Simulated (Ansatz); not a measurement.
# ZnCl2 + SiH4: a complex and its separated parts, part 2 of 2

Ansatz 0.2.0, Gaussian basis. The steps go on from the part before.

## 14. wB97X-V/def2-TZVPP

The inputs:

parta/in.yaml

```yaml
crystal:
  periodic: [false, false, false]
  atoms:
    - {symbol: Zn, position_ang: [-0.909588, -1.969615, 0.005599]}
    - {symbol: Cl, position_ang: [-0.885282, -2.606657, 1.989245]}
    - {symbol: Cl, position_ang: [-0.936503, -1.337782, -1.979678]}
basis:
  gaussian: {orbitals: def2-TZVPP}
hamiltonian: {xc: {name: wB97X-V}}
```

partb/in.yaml

```yaml
crystal:
  periodic: [false, false, false]
  atoms:
    - {symbol: H, position_ang: [0.078496, -0.028099, 0.717627]}
    - {symbol: Si, position_ang: [0.546260, 1.182795, -0.003032]}
    - {symbol: H, position_ang: [1.569581, 0.796698, -1.007117]}
    - {symbol: H, position_ang: [1.139946, 2.137550, 0.966714]}
    - {symbol: H, position_ang: [-0.603009, 1.825013, -0.689459]}
basis:
  gaussian: {orbitals: def2-TZVPP}
hamiltonian: {xc: {name: wB97X-V}}
```

Each run has its own folder and the same command.

The run is started by

```bash
ansatz run in.yaml --threads 8 --pin off --events-out ev --progress --plain --max-ram 19148MiB
```

parta printed, shortened:

```text
Functional definition: wB97X-V
  name "wB97X-V"
  cite "Mardirossian & Head-Gordon, Phys. Chem. Chem. Phys. 16, 9904 (2014) doi:10.1039/C3CP54374A"
  cite "Becke, J. Chem. Phys. 107, 8554 (1997) doi:10.1063/1.475007"
  cite "Vydrov & Van Voorhis, J. Chem. Phys. 133, 244103 (2010) doi:10.1063/1.3521275"
[...]
      + integral(e_c_pw_opposite_spin*poly(b97_u_opposite, cos0, cos1)) + vv10(b, c)
1156 factors; their error is unknown
147 factors; integrals over basis functions are off by at most 4.1e-5 eV
[...]
mean field -73460.68583330 eV, -2699.6304109323 hartree, gradient 4.2e-5 eV, S^2 0.000000; 0 other end points of the search recorded, 0 dependent functions left out
reference -73460.68583147 eV, -2699.6304108654 hartree; 32, 32 occupied and 116, 116 virtual orbitals, 1156 factors
Total energy: -73460.68583147 eV, -2699.6304108654 hartree
```

partb printed, shortened:

```text
[... 5 set-up lines as earlier in the session ...]
[...]
      + integral(e_c_pw_opposite_spin*poly(b97_u_opposite, cos0, cos1)) + vv10(b, c)
527 factors; their error is unknown
136 factors; integrals over basis functions are off by at most 1.1e-5 eV
[...]
mean field -7941.38119386 eV, -291.8403760129 hartree, gradient 2.9e-5 eV, S^2 0.000000; 0 other end points of the search recorded, 0 dependent functions left out
reference -7941.38119212 eV, -291.8403759490 hartree; 9, 9 occupied and 89, 89 virtual orbitals, 527 factors
Total energy: -7941.38119212 eV, -291.8403759490 hartree
```

They took 1.5 s (parta), 0.6 s (partb) on 8 threads of Arm Neoverse V2, shared host.

## 15. wB97M-V/def2-TZVPP

The same edit goes into each in.yaml of step 14 (parta, partb):

```diff
-hamiltonian: {xc: {name: wB97X-V}}
+hamiltonian: {xc: {name: wB97M-V}}
```

Each run has its own folder and the same command.

The run is started by

```bash
ansatz run in.yaml --threads 8 --pin off --events-out ev --progress --plain --max-ram 19148MiB
```

parta printed, shortened:

```text
Functional definition: wB97M-V
  name "wB97M-V"
  cite "Mardirossian & Head-Gordon, J. Chem. Phys. 144, 214110 (2016) doi:10.1063/1.4952647"
[... 2 set-up lines as earlier in the session ...]
  # Of w^i u^j: cxij and so on, Table III.
[...]
  gx(w, u) = 1 - cx + cx01*u + cx10*w
[...]
      + integral(e_c_pw_mod_opposite_spin*gos(b97_w_opposite, b97_u_opposite)) + vv10(b, c)
1156 factors; their error is unknown
147 factors; integrals over basis functions are off by at most 4.1e-5 eV
[...]
mean field -73465.21299430 eV, -2699.7967810307 hartree, gradient 4.5e-6 eV, S^2 0.000000; 0 other end points of the search recorded, 0 dependent functions left out
reference -73465.21303877 eV, -2699.7967826649 hartree; 32, 32 occupied and 116, 116 virtual orbitals, 1156 factors
Total energy: -73465.21303877 eV, -2699.7967826649 hartree
```

Output in partb, shortened:

```text
[... 5 set-up lines as earlier in the session ...]
  # Of w^i u^j: cxij and so on, Table III.
[...]
  gx(w, u) = 1 - cx + cx01*u + cx10*w
[...]
      + integral(e_c_pw_mod_opposite_spin*gos(b97_w_opposite, b97_u_opposite)) + vv10(b, c)
527 factors; their error is unknown
136 factors; integrals over basis functions are off by at most 1.1e-5 eV
[...]
mean field -7941.54392094 eV, -291.8463561228 hartree, gradient 4.9e-5 eV, S^2 0.000000; 0 other end points of the search recorded, 0 dependent functions left out
reference -7941.54396333 eV, -291.8463576805 hartree; 9, 9 occupied and 89, 89 virtual orbitals, 527 factors
Total energy: -7941.54396333 eV, -291.8463576805 hartree
```

Wall times: 1.8 s (parta), 0.6 s (partb) on 8 threads of Arm Neoverse V2, shared host.

## 16. B2PLYP/def2-TZVPP

Changes to parta/in.yaml since step 15:

```diff
@@ -8,2 +8,3 @@
   gaussian: {orbitals: def2-TZVPP}
-hamiltonian: {xc: {name: wB97M-V}}
+hamiltonian: {xc: {name: B2PLYP}}
+correlation: {frozen_orbitals: {Cl: 5, Zn: 9}}
```

Changes to partb/in.yaml since step 15:

```diff
@@ -10,2 +10,2 @@
   gaussian: {orbitals: def2-TZVPP}
-hamiltonian: {xc: {name: wB97M-V}}
+hamiltonian: {xc: {name: B2PLYP}}
```

Each run has its own folder and the same command.

The run is started by

```bash
ansatz run in.yaml --threads 8 --pin off --events-out ev --progress --plain --max-ram 19148MiB
```

parta printed, shortened:

```text
Functional definition: B2PLYP
  name "B2PLYP"
  cite "Grimme, J. Chem. Phys. 124, 034108 (2006) doi:10.1063/1.2148954"
[... 2 set-up lines as earlier in the session ...]
[...]
951 factors; integrals over basis functions are off by at most 1.4e-3 eV
[...]
mean field -73446.77360795 eV, -2699.1191460810 hartree, gradient 7.1e-6 eV, S^2 0.000000; 0 other end points of the search recorded, 0 dependent functions left out
19 core orbitals not correlated: weight in the atoms' cores, before any rotation towards them, 1.000 or more for the frozen orbitals, at most 0.000 for the correlated occupied ones
reference -73446.77375158 eV, -2699.1191513593 hartree; 13, 13 occupied and 116, 116 virtual orbitals, 951 factors
second order -28.12004718 eV of doubles, -0.00000000 eV of singles
Total energy: -73454.36616432 eV, -2699.3981673811 hartree
```

partb printed, shortened:

```text
[... 5 set-up lines as earlier in the session ...]
[...]
537 factors; integrals over basis functions are off by at most 8.5e-4 eV
[...]
mean field -7937.89718151 eV, -291.7123409206 hartree, gradient 2.5e-6 eV, S^2 0.000000; 0 other end points of the search recorded, 0 dependent functions left out
5 core orbitals not correlated: weight in the atoms' cores, before any rotation towards them, 1.000 or more for the frozen orbitals, at most 0.000 for the correlated occupied ones
reference -7937.89731466 eV, -291.7123458138 hartree; 4, 4 occupied and 89, 89 virtual orbitals, 537 factors
second order -4.78243718 eV of doubles, -0.00000000 eV of singles
Total energy: -7939.18857270 eV, -291.7597986715 hartree
```

They took 1.2 s (parta), 0.35 s (partb) on 8 threads of Arm Neoverse V2, shared host.

## 17. PBE-QIDH/def2-TZVPP

Each input of step 16 (parta, partb) changes in the same lines:

```diff
-hamiltonian: {xc: {name: B2PLYP}}
+hamiltonian: {xc: {name: PBE-QIDH}}
```

One command serves all of them, each in its own folder.

The run is started by

```bash
ansatz run in.yaml --threads 8 --pin off --events-out ev --progress --plain --max-ram 19148MiB
```

parta printed, shortened:

```text
Functional definition: PBE-QIDH
  name "PBE-QIDH"
  cite "Brémond, Sancho-García, Pérez-Jiménez & Adamo, J. Chem. Phys. 141, 031101 (2014) doi:10.1063/1.4890314"
[... 1 set-up line as earlier in the session ...]
[...]
951 factors; integrals over basis functions are off by at most 1.4e-3 eV
[...]
mean field -73434.08478490 eV, -2698.6528404346 hartree, gradient 5.0e-6 eV, S^2 0.000000; 0 other end points of the search recorded, 0 dependent functions left out
19 core orbitals not correlated: weight in the atoms' cores, before any rotation towards them, 1.000 or more for the frozen orbitals, at most 0.000 for the correlated occupied ones
reference -73434.08479657 eV, -2698.6528408636 hartree; 13, 13 occupied and 116, 116 virtual orbitals, 951 factors
second order -26.24756937 eV of doubles, -0.00000000 eV of singles
Total energy: -73442.83398636 eV, -2698.9743676581 hartree
```

Output in partb, shortened:

```text
[... 4 set-up lines as earlier in the session ...]
[...]
537 factors; integrals over basis functions are off by at most 8.5e-4 eV
[...]
mean field -7935.34606569 eV, -291.6185891434 hartree, gradient 4.7e-6 eV, S^2 0.000000; 0 other end points of the search recorded, 0 dependent functions left out
5 core orbitals not correlated: weight in the atoms' cores, before any rotation towards them, 1.000 or more for the frozen orbitals, at most 0.000 for the correlated occupied ones
reference -7935.34607627 eV, -291.6185895320 hartree; 4, 4 occupied and 89, 89 virtual orbitals, 537 factors
second order -4.44769128 eV of doubles, -0.00000000 eV of singles
Total energy: -7936.82864003 eV, -291.6730727453 hartree
```

Times: 1.2 s (parta), 0.35 s (partb) on 8 threads of Arm Neoverse V2, shared host.

## 18. RPA on PBE/def2-TZVPP

Changes to parta/in.yaml since step 17:

```diff
@@ -8,3 +8,3 @@
   gaussian: {orbitals: def2-TZVPP}
-hamiltonian: {xc: {name: PBE-QIDH}}
-correlation: {frozen_orbitals: {Cl: 5, Zn: 9}}
+hamiltonian: {xc: pbe}
+correlation: {method: rpa, frozen_orbitals: {Cl: 5, Zn: 9}}
```

Changes to partb/in.yaml since step 17:

```diff
@@ -10,2 +10,3 @@
   gaussian: {orbitals: def2-TZVPP}
-hamiltonian: {xc: {name: PBE-QIDH}}
+hamiltonian: {xc: pbe}
+correlation: {method: rpa}
```

Each run has its own folder and the same command.

The run is started by

```bash
ansatz run in.yaml --threads 8 --pin off --events-out ev --progress --plain --max-ram 19148MiB
```

parta printed, shortened:

```text
[... 4 set-up lines as earlier in the session ...]
[...]
951 factors; integrals over basis functions are off by at most 1.4e-3 eV
[...]
mean field -73451.45353146 eV, -2699.2911300978 hartree, gradient 4.5e-6 eV, S^2 0.000000; 0 other end points of the search recorded, 0 dependent functions left out
19 core orbitals not correlated: weight in the atoms' cores, before any rotation towards them, 1.000 or more for the frozen orbitals, at most 0.000 for the correlated occupied ones
reference -73386.14803841 eV, -2696.8911974938 hartree; 13, 13 occupied and 116, 116 virtual orbitals, 951 factors
Total energy: -73419.51574052 eV, -2698.1174379291 hartree
```

partb printed, shortened:

```text
[... 4 set-up lines as earlier in the session ...]
[...]
537 factors; integrals over basis functions are off by at most 8.5e-4 eV
[...]
mean field -7938.15289120 eV, -291.7217380784 hartree, gradient 8.4e-6 eV, S^2 0.000000; 0 other end points of the search recorded, 0 dependent functions left out
5 core orbitals not correlated: weight in the atoms' cores, before any rotation towards them, 1.000 or more for the frozen orbitals, at most 0.000 for the correlated occupied ones
reference -7925.04969791 eV, -291.2402046065 hartree; 4, 4 occupied and 89, 89 virtual orbitals, 537 factors
Total energy: -7933.57984175 eV, -291.5536816108 hartree
```

Times: 1 s (parta), 0.35 s (partb) on 8 threads of Arm Neoverse V2, shared host.

## 19. CCSD(T)/def2-TZVPP

Changes to parta/in.yaml since step 18:

```diff
@@ -8,3 +8,2 @@
   gaussian: {orbitals: def2-TZVPP}
-hamiltonian: {xc: pbe}
-correlation: {method: rpa, frozen_orbitals: {Cl: 5, Zn: 9}}
+correlation: {method: ccsd_t, frozen_orbitals: {Cl: 5, Zn: 9}}
```

Changes to partb/in.yaml since step 18:

```diff
@@ -10,3 +10,2 @@
   gaussian: {orbitals: def2-TZVPP}
-hamiltonian: {xc: pbe}
-correlation: {method: rpa}
+correlation: {method: ccsd_t}
```

Each run has its own folder and the same command.

The run is started by

```bash
ansatz run in.yaml --threads 8 --pin off --events-out ev --progress --plain --max-ram 19148MiB
```

Log of parta, shortened:

```text
Functional definition: HF
  name "HF"
  cite "Fock, Z. Phys. 61, 126 (1930) doi:10.1007/BF01340294"
[... 1 set-up line as earlier in the session ...]
[...]
951 factors; integrals over basis functions are off by at most 1.4e-3 eV
[...]
mean field -73387.82207047 eV, -2696.9527170373 hartree, gradient 3.3e-6 eV, S^2 0.000000; 0 other end points of the search recorded, 0 dependent functions left out
19 core orbitals not correlated: weight in the atoms' cores, before any rotation towards them, 1.000 or more for the frozen orbitals, at most 0.000 for the correlated occupied ones
reference -73387.82207047 eV, -2696.9527170373 hartree; 13, 13 occupied and 116, 116 virtual orbitals, 951 factors
second order -23.62069351 eV of doubles, -0.00000000 eV of singles
cycle   1  -22.51825779 eV  change     1.1e0 eV  update   1.1e-1
[...]
cycle  10  -23.19964837 eV  change   -7.8e-6 eV  update   7.1e-6
perturbative correction -0.82403713 eV, -0.0302828060 hartree
Total energy: -73411.84575597 eV, -2697.8355711956 hartree
```

partb printed, shortened:

```text
[... 4 set-up lines as earlier in the session ...]
[...]
537 factors; integrals over basis functions are off by at most 8.5e-4 eV
[...]
mean field -7925.54413367 eV, -291.2583747855 hartree, gradient 1.8e-6 eV, S^2 0.000000; 0 other end points of the search recorded, 0 dependent functions left out
5 core orbitals not correlated: weight in the atoms' cores, before any rotation towards them, 1.000 or more for the frozen orbitals, at most 0.000 for the correlated occupied ones
reference -7925.54413367 eV, -291.2583747855 hartree; 4, 4 occupied and 89, 89 virtual orbitals, 537 factors
second order -3.90715076 eV of doubles, -0.00000000 eV of singles
cycle   1  -4.49744179 eV  change   -5.9e-1 eV  update   5.5e-2
[...]
cycle   8  -4.71919312 eV  change   -6.6e-7 eV  update   3.7e-6
perturbative correction -0.10445314 eV, -0.0038385822 hartree
Total energy: -7930.36777993 eV, -291.4356405159 hartree
```

Wall times: 2.7 s (parta), 0.4 s (partb) on 8 threads of Arm Neoverse V2, shared host; peak memory 0.66 GiB.

## 20. Vibrations of ZnCl2

File vib-parta/in.yaml:

```yaml
crystal:
  periodic: [false, false, false]
  atoms:
    - {symbol: Zn, position_ang: [-0.909588, -1.969615, 0.005599]}
    - {symbol: Cl, position_ang: [-0.885282, -2.606657, 1.989245]}
    - {symbol: Cl, position_ang: [-0.936503, -1.337782, -1.979678]}
basis:
  gaussian: {orbitals: def2-TZVP}
hamiltonian: {xc: pbe0, dispersion: d4}
phonons: {temperatures: {t_min: 298.15, t_max: 900, t_step: 200}}
```

The run is started by

```bash
ansatz run in.yaml --threads 8 --pin off --events-out ev --progress --plain --max-ram 19148MiB
```

The log of the run, shortened:

```text
[... 5 set-up lines as earlier in the session ...]
[...]
1077 factors; their error is unknown
[...]
mean field -73454.00243838 eV, -2699.3848006994 hartree, gradient 1.8e-5 eV, S^2 0.000000; 0 other end points of the search recorded, 0 dependent functions left out
[...]
Total energy: -73454.05762635 eV, -2699.3868288199 hartree
Atom 0 at    -0.909588    -1.969615     0.005599 Å, force    -0.001819    -0.003631    -0.001137 eV/Å
Atom 1 at    -0.885282    -2.606657     1.989245 Å, force     0.000926     0.001394     0.001887 eV/Å
Atom 2 at    -0.936503    -1.337782    -1.979678 Å, force     0.000892     0.002237    -0.000750 eV/Å
Dipole moment:     0.000879     0.001755     0.000550 e Å
Vibrations: 105.56 105.56 355.23 508.88 cm⁻¹, zero-point energy 0.066657 eV
```

Wall time 3.8 s (8 threads of Arm Neoverse V2, shared host).

Vibrational sums (real modes only):

```tsv
T (K)	entropy (J/mol/K)	heat capacity (J/mol/K)
298	35.5	28.0
498	50.7	31.1
698	61.4	32.1
898	69.6	32.6
```

## 21. Vibrations of SiH4

File vib-partb/in.yaml:

```yaml
crystal:
  periodic: [false, false, false]
  atoms:
    - {symbol: H, position_ang: [0.078496, -0.028099, 0.717627]}
    - {symbol: Si, position_ang: [0.546260, 1.182795, -0.003032]}
    - {symbol: H, position_ang: [1.569581, 0.796698, -1.007117]}
    - {symbol: H, position_ang: [1.139946, 2.137550, 0.966714]}
    - {symbol: H, position_ang: [-0.603009, 1.825013, -0.689459]}
basis:
  gaussian: {orbitals: def2-TZVP}
hamiltonian: {xc: pbe0, dispersion: d4}
phonons: {temperatures: {t_min: 298.15, t_max: 900, t_step: 200}}
```

The run is started by

```bash
ansatz run in.yaml --threads 8 --pin off --events-out ev --progress --plain --max-ram 19148MiB
```

The log of the run, shortened:

```text
[... 5 set-up lines as earlier in the session ...]
[...]
444 factors; their error is unknown
[...]
mean field -7939.08540059 eV, -291.7560071665 hartree, gradient 2.9e-5 eV, S^2 0.000000; 0 other end points of the search recorded, 0 dependent functions left out
[...]
Atom 2 at     1.569581     0.796698    -1.007117 Å, force     0.000027     0.000037    -0.000005 eV/Å
Atom 3 at     1.139946     2.137550     0.966714 Å, force     0.000003    -0.000040     0.000150 eV/Å
Atom 4 at    -0.603009     1.825013    -0.689459 Å, force     0.000011     0.000044    -0.000002 eV/Å
Dipole moment:     0.000005     0.000004     0.000023 e Å
Vibrations: 906.76 906.76 906.78 968.55 968.58 2235.40 2245.04 2245.05 2245.08 cm⁻¹, zero-point energy 0.844828 eV
```

Run time: 2 s. Hardware: 8 threads of Arm Neoverse V2, shared host.

The modes, with what each moves most:

```tsv
mode	wavenumber (cm⁻¹)	character
1	907	bend
2	907	bend
3	907	bend
4	969	bend
5	969	bend
6	2235	Si–H stretch
7	2245	Si–H stretch
8	2245	Si–H stretch
9	2245	Si–H stretch
```

Vibrational sums (real modes only):

```tsv
T (K)	entropy (J/mol/K)	heat capacity (J/mol/K)
298	2.6	9.7
498	11.5	25.7
698	22.2	38.0
898	32.9	47.1
```

## 22. Complex less separated parts

The complex's own energies come from single points at the same levels.

Rows are in def2-TZVPP; times add the 3 runs of a level on a shared host, so small differences are noise.

```tsv
method	rung	complex less parts (eV)	from CCSD(T) (eV)	time
SPW92	LDA	-0.286	-0.172	1.4 s
PBE-D4	GGA	-0.170	-0.056	2 s
BLYP-D4	GGA	-0.137	-0.023	2.1 s
r2SCAN-D4	meta-GGA	-0.178	-0.064	4.7 s
B97M-V	meta-GGA	-0.148	-0.034	7.7 s
PBE0-D4	hybrid	-0.165	-0.051	3.5 s
B3LYP-D4	hybrid	-0.146	-0.032	2.9 s
r2SCAN0-D4	hybrid	-0.175	-0.061	5.3 s
BHLYP-D4	hybrid	-0.164	-0.050	3 s
CAM-B3LYP-D4	range-separated hybrid	-0.134	-0.020	3.3 s
wB97X-V	range-separated hybrid	-0.133	-0.019	6.4 s
wB97M-V	range-separated hybrid	-0.144	-0.030	7.9 s
B2PLYP	double hybrid	-0.052	+0.062	4.7 s
PBE-QIDH	double hybrid	-0.113	+0.001	4.8 s
RPA on PBE	RPA	-0.067	+0.047	4.2 s
Hartree-Fock	wavefunction	0.041	+0.155	
MP2	wavefunction	-0.110	+0.004	
CCSD	wavefunction	-0.089	+0.025	
CCSD(T)	wavefunction	-0.114	0	74 s
```

Among the levels timed on like hardware and quicker than the yardstick, those that no quicker one beats, quickest first: SPW92 (1.4 s, -0.172 eV); PBE-D4 (2 s, -0.056 eV); BLYP-D4 (2.1 s, -0.023 eV); CAM-B3LYP-D4 (3.3 s, -0.020 eV); PBE-QIDH (4.8 s, +0.001 eV).

PBE-QIDH reaches 0.001 eV from the reference in 4.8 s, where CCSD(T) took 74 s; the quickest level in the cost chart, SPW92, takes 1.4 s and misses by 0.172 eV.

The complex's zero-point energy, from a separate PBE0-D4 run, is 0.944 eV.

## 23. Summary of results

This closing draws on all 2 parts.

| quantity | value |
| --- | --- |
| complex less parts, CCSD(T)/def2-TZVPP | -0.114 eV |
| with zero-point energy | -0.082 eV |
| largest T1 diagnostic | 0.013 |

**Reading.** At CCSD(T) the complex lies 0.114 eV below its parts. Among the functionals PBE-QIDH lands nearest to CCSD(T) (+0.001 eV) and SPW92 farthest (-0.172 eV). Mean unsigned error by rung: LDA 0.172, GGA 0.040, meta-GGA 0.049, hybrid 0.048, range-separated hybrid 0.023, double hybrid 0.031 eV. PBE-D4 gives a relative energy 0.056 eV too low, an error of 50 % of the reference. No counterpoise was applied, and triple zeta lacks some correlation, so the CCSD(T) reference has a basis error of its own, and close matches with it are partly luck.
